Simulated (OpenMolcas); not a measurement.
# AlNH2ClF (SMILES [NH2][Al]([F])[Cl]) at 6 levels

Aim: a comparison of 6 runs (BLYP/aug-cc-pVDZ, M06-L/aug-cc-pVDZ, SVWN5/aug-cc-pVDZ, TPSS/aug-cc-pVDZ, MP2/aug-cc-pVDZ, CCSD(T)/aug-cc-pVDZ) of AlNH2ClF. 

Program for the calculation: OpenMolcas 26.06.

1 further run of the same task is left out (set aside as unsound or not needed).

### 1 The structure to begin with

AlNH2ClF: 6 atoms, total charge 0, spin state singlet. As SMILES, `[NH2][Al]([F])[Cl]`. The shape is that of a PBE0-D4/def2-TZVP optimisation.

Bond lengths: N1–Al2 1.746 Å, Al2–F3 1.641 Å, Al2–Cl4 2.079 Å, N1–H5 1.006 Å, N1–H6 1.006 Å. Angles: N1–Al2–F3 119.8°, N1–Al2–Cl4 121.2°, F3–Al2–Cl4 119.0°, Al2–N1–H5 124.6°, Al2–N1–H6 124.3°, H5–N1–H6 111.1°.

### 2 Energy and forces at BLYP/aug-cc-pVDZ (run 1)

run.inp reads:

```
&gateway
baslib
$CurrDir
basisset
N.aug-cc-pVDZ....
N1 -0.112300 0.982600 -0.025800 angstrom
End of Basis
basisset
Al.aug-cc-pVDZ....
Al2 0.152500 -0.739100 0.092300 angstrom
End of Basis
basisset
F.aug-cc-pVDZ....
F3 1.041800 -1.345500 1.331100 angstrom
End of Basis
basisset
Cl.aug-cc-pVDZ....
Cl4 -0.641100 -2.049400 -1.313600 angstrom
End of Basis
basisset
H.aug-cc-pVDZ....
H5 0.246300 1.661500 0.624800 angstrom
H6 -0.645100 1.426000 -0.754900 angstrom
End of Basis
&seward
gridinput
Grid=UltraFine
End of Grid
&scf
ksdft
BLYP
thresholds
1e-10 1e-07 1e-07 1e-05
prorbitals
0
&alaska
```

The basis set aug-cc-pVDZ is read from a file made from the Basis Set Exchange's data (not shown).

Launch:

```console
export MOLCAS_MEM=1860
pymolcas run.inp > run.log
```

What it wrote:

```text
--- Start Module: gateway ---
[...]
--- Stop Module: gateway /rc=_RC_ALL_IS_WELL_ ---
[...]
      Basis functions          118
[...]
--- Start Module: scf ---
[...]
       Convergence after  15 Iterations
[...]
::    Total KS-DFT energy                            -858.6076608519
[...]
      Total spin, S                                     0.0000000000
[...]
      Total electronic charge=   48.000000
      Total            charge=   -0.000000
[...]
      Dipole Moment (debye):
      Origin of the operator (angstrom)=   -0.0050   -1.0344   -0.1923
                   X= -4.5880E-01               Y=  2.3654E+00               Z= -3.0536E-01           Total=  2.4287E+00
      Quadrupole Moment (debye*angstrom):
[...]
--- Stop Module: scf /rc=_RC_ALL_IS_WELL_ ---
[...]
--- Start Module: alaska ---
[...]
 *              Molecular gradients               *
 **************************************************
  Irreducible representation: a
 ------------------------------------------------------------------------------------------
                              X                       Y                       Z
 ------------------------------------------------------------------------------------------
  N1                1.10545433158959E-03   -8.16626995462411E-03    3.36591545896714E-04
  AL2               5.47907760015542E-03   -7.60275272488009E-04    8.10150281886113E-03
  F3               -1.55468474865526E-02    1.03763885176154E-02   -2.16869614374531E-02
  CL4               6.96114196266606E-03    1.18258532414615E-02    1.23966695131799E-02
  H5               -4.00293477504943E-03   -7.84614650613324E-03   -7.29396235533475E-03
  H6                6.00410836717158E-03   -5.42955002578926E-03    8.14615991477208E-03
 ------------------------------------------------------------------------------------------
--- Stop Module: alaska /rc=_RC_ALL_IS_WELL_ ---
[...]
```

It took 54 s on 1 thread of Arm Neoverse V1, shared host; peak memory 0.74 GiB.

### 3 Energy and gradient at M06-L/aug-cc-pVDZ (run 2)

job.inp reads:

```
&GATEWAY
BASLIB
$CurrDir
COORD
6
angstrom
N       -0.112300       0.982600      -0.025800
Al       0.152500      -0.739100       0.092300
F        1.041800      -1.345500       1.331100
Cl      -0.641100      -2.049400      -1.313600
H        0.246300       1.661500       0.624800
H       -0.645100       1.426000      -0.754900
BASIS
aug-cc-pVDZ
GROUP
NoSym
&SEWARD
GRIDINPUT
Grid=UltraFine
End of Grid
&SCF
KSDFT
M06L
THRESHOLDS
1e-10 1e-07 1e-07 1e-05
PRORBITALS
1 1
&ALASKA
```

The basis set aug-cc-pVDZ is read from a file made from the Basis Set Exchange's data (not shown).

Launch:

```console
export MOLCAS_MEM=1860
pymolcas job.inp > job.log
```

What it wrote:

```text
--- Start Module: gateway ---
[...]
--- Stop Module: gateway /rc=_RC_ALL_IS_WELL_ ---
[...]
      Basis functions          118
[...]
--- Start Module: scf ---
[...]
       Convergence after  15 Iterations
[...]
::    Total KS-DFT energy                            -858.6140878519
[...]
      Total spin, S                                     0.0000000000
[...]
      Total electronic charge=   48.000000
      Total            charge=   -0.000000
[...]
      Dipole Moment (debye):
      Origin of the operator (angstrom)=   -0.0050   -1.0344   -0.1923
                   X= -4.2801E-01               Y=  2.4168E+00               Z= -2.5082E-01           Total=  2.4672E+00
      Quadrupole Moment (debye*angstrom):
[...]
--- Stop Module: scf /rc=_RC_ALL_IS_WELL_ ---
[...]
--- Start Module: alaska ---
[...]
 *              Molecular gradients               *
 **************************************************
  Irreducible representation: a
 ------------------------------------------------------------------------------------------
                              X                       Y                       Z
 ------------------------------------------------------------------------------------------
  N1                5.87562741397984E-04   -4.11422787385529E-03    2.13969722549057E-04
  AL2               2.66369893689600E-03   -3.76095347240479E-04    3.92330389180939E-03
  F3               -7.00486905834730E-03    4.83650968886895E-03   -9.74121183157450E-03
  CL4               2.90382186208227E-03    5.03512863827815E-03    5.19462494728984E-03
  H5               -4.87472420093171E-04   -2.81274897644312E-03   -1.18192981952348E-03
  H6                1.33725793801620E-03   -2.56856612960421E-03    1.59124308940939E-03
 ------------------------------------------------------------------------------------------
--- Stop Module: alaska /rc=_RC_ALL_IS_WELL_ ---
[...]
```

It took 72 s on 1 thread of Arm Neoverse V1, shared host; peak memory 0.74 GiB.

Runs 3 to 5 aren't shown in full; the table further down has their settings and results.

### 4 A single-point energy at CCSD(T)/aug-cc-pVDZ (Cholesky decomposition) (run 6)

job.inp reads:

```
&GATEWAY
 BasLib
 $CurrDir
 Coord
 6
 angstrom
 N       -0.112300       0.982600      -0.025800
 Al       0.152500      -0.739100       0.092300
 F        1.041800      -1.345500       1.331100
 Cl      -0.641100      -2.049400      -1.313600
 H        0.246300       1.661500       0.624800
 H       -0.645100       1.426000      -0.754900
 Basis
 aug-cc-pVDZ
 Group
 NoSym

&SEWARD
 High

&SCF
 Thresholds
 1e-10 1e-07 1e-07 1e-05
 PrOrbitals
 0

&CHCC
 Frozen
 12
 Threshold
 1e-08
 MaxIterations
 80

&CHT3
 Frozen
 12
```

The basis set aug-cc-pVDZ is read from a file made from the Basis Set Exchange's data (not shown).

Launch:

```console
export MOLCAS_MEM=1860
pymolcas job.inp > job.log
```

What it wrote:

```text
--- Start Module: gateway ---
[...]
--- Stop Module: gateway /rc=_RC_ALL_IS_WELL_ ---
[...]
      Basis functions          118
[...]
       Convergence after  13 Iterations
[...]
::    Total SCF energy                               -856.6953332847
[...]
      Total spin, S                                     0.0000000000
[...]
      Total electronic charge=   48.000000
      Total            charge=   -0.000000
[...]
      Dipole Moment (debye):
      Origin of the operator (angstrom)=   -0.0050   -1.0344   -0.1923
                   X= -4.6875E-01               Y=  2.4292E+00               Z= -3.1013E-01           Total=  2.4934E+00
      Quadrupole Moment (debye*angstrom):
[...]
--- Start Module: chcc ---
[...]
--- Stop Module: chcc /rc=_RC_ALL_IS_WELL_ ---
[...]
--- Start Module: cht3 ---
[...]
--- Stop Module: cht3 /rc=_RC_ALL_IS_WELL_ ---
[...]
```

Run time: 7.7 min. Hardware: 1 thread of Arm Neoverse V1, shared host; peak memory 0.25 GiB.

### 5 All runs side by side

```
run                                         level      task  integration grid  energy (Eh)  dipole moment (D) of the reference  HOMO energy (eV)  LUMO energy (eV)  wall time
  1                              BLYP/aug-cc-pVDZ  gradient         UltraFine  -858.607661                                2.43             -6.56             -1.77       54 s
  2                             M06-L/aug-cc-pVDZ  gradient         UltraFine  -858.614088                                2.47             -6.83             -1.14       72 s
  3                             SVWN5/aug-cc-pVDZ  gradient         UltraFine  -855.011744                                2.52             -6.87             -1.95       42 s
  4                              TPSS/aug-cc-pVDZ  gradient         UltraFine  -858.685930                                2.45             -6.74             -1.60       88 s
  5                               MP2/aug-cc-pVDZ    energy                 –  -857.289205                                2.49            -11.55              0.69       18 s
  6  CCSD(T)/aug-cc-pVDZ (Cholesky decomposition)    energy                 –  -857.329657                                2.49            -11.55              0.69    7.7 min
```

### 6 Outcome

| quantity | value |
| --- | --- |
| run 6: total energy | -857.32966 Eh |
| run 6: dipole moment (mean-field density) | 2.49 D |
| run 6: HOMO energy (Hartree–Fock orbitals) | -11.55 eV |
| run 6: LUMO energy (Hartree–Fock orbitals) | 0.69 eV |
| run 6: HOMO–LUMO gap (Hartree–Fock orbitals) | 12.24 eV |
| run 6: correlation energy (12 core orbitals frozen) | -634.3 mEh |
| run 6: (T) correction | -16.29 mEh |

In words: Over runs 1, 2, 3, 4 the dipole moment (its size) runs from 2.43 D (BLYP/aug-cc-pVDZ) to 2.52 D (SVWN5/aug-cc-pVDZ). Over runs 1, 2, 3, 4 the HOMO–LUMO gap runs from 4.79 eV (BLYP/aug-cc-pVDZ) to 5.70 eV (M06-L/aug-cc-pVDZ). Totals of different functionals can't be ranked against each other. All runs together took 12 min, the longest 7.7 min.
